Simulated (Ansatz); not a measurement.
**CH₅GeN (SMILES N=[CH][GeH3]): one structure at several levels**

One table from this session's results is given with a row withheld; the runs are named, their logs left out.

Method: single points in def2-TZVPP; program: Ansatz 0.2.0, Gaussian basis.

Correlated methods freeze the cores. Filled d shells of the heavier atoms are correlated.

## The starting structure

8 atoms, charge 0, spin multiplicity 1.

Atoms are counted from 1 here; the program's logs count them from 0.

Bond lengths: N1–C2 1.190 Å, N1–H4 0.988 Å, C2–Ge3 2.018 Å, C2–H5 1.076 Å, Ge3–H6 1.479 Å, Ge3–H7 1.533 Å, Ge3–H8 1.509 Å. Angles: C2–N1–H4 119.0°, N1–C2–Ge3 128.9°, N1–C2–H5 117.8°, Ge3–C2–H5 112.8°, C2–Ge3–H6 108.6°, C2–Ge3–H7 109.6°, C2–Ge3–H8 112.8°, H6–Ge3–H7 106.9°, H6–Ge3–H8 107.5°, H7–Ge3–H8 111.1°.

As a file:

```csv
atom,x (Å),y (Å),z (Å)
N1,-1.4465,0.4939,-1.1150
C2,-0.3101,0.6131,-0.7817
Ge3,0.6984,-0.3746,0.6603
H4,-2.0358,-0.1104,-0.6009
H5,0.3278,1.2344,-1.3852
H6,0.0577,-0.0912,1.9633
H7,0.5849,-1.8857,0.4261
H8,2.1420,0.0524,0.7610
```

Set-up of the first run:

Input file run/in.yaml:

```yaml
crystal:
  periodic: [false, false, false]
  atoms:
    - {symbol: N, position_ang: [-1.446500, 0.493900, -1.115000]}
    - {symbol: C, position_ang: [-0.310100, 0.613100, -0.781700]}
    - {symbol: Ge, position_ang: [0.698400, -0.374600, 0.660300]}
    - {symbol: H, position_ang: [-2.035800, -0.110400, -0.600900]}
    - {symbol: H, position_ang: [0.327800, 1.234400, -1.385200]}
    - {symbol: H, position_ang: [0.057700, -0.091200, 1.963300]}
    - {symbol: H, position_ang: [0.584900, -1.885700, 0.426100]}
    - {symbol: H, position_ang: [2.142000, 0.052400, 0.761000]}
basis:
  gaussian: {orbitals: def2-TZVPP}
correlation: {method: ccsd_t}
output: {forces: true}
```

The command line of these runs was not kept.

Among the steps run: CCSD(T)/def2-TZVPP; PBE0-D4/def2-TZVPP; wB97M-V/def2-TZVPP; r2SCAN-D4/def2-TZVPP; PBE-D4/def2-TZVPP; wB97X-V/def2-TZVPP; r2SCANh-D4/def2-TZVPP.

One of the session's tables, all rows but one given; the rest of the session is left out.

| method | RMS force component (eV/Å) | angle to CCSD(T) forces (°) | dipole (D) |
| --- | --- | --- | --- |
| CCSD(T) | 2.106 | reference | 1.29 |
| PBE0-D4 | 1.763 | 3.7 | 1.24 |
| wB97M-V | 1.822 | 2.2 | 1.35 |
| r2SCAN-D4 | ? | ? | ? |
| PBE-D4 | 1.904 | 5.9 | 1.05 |
| wB97X-V | 1.896 | 2.8 | 1.39 |
| r2SCANh-D4 | 1.750 | 2.6 | 1.19 |

Estimate the missing values for r2SCAN-D4.

**Answer.** RMS force component (eV/Å): 1.792; angle to CCSD(T) forces (°): 3.1; dipole (D): 1.13. In the column «RMS force component (eV/Å)» it lies between PBE0-D4 (1.763) and wB97M-V (1.822).
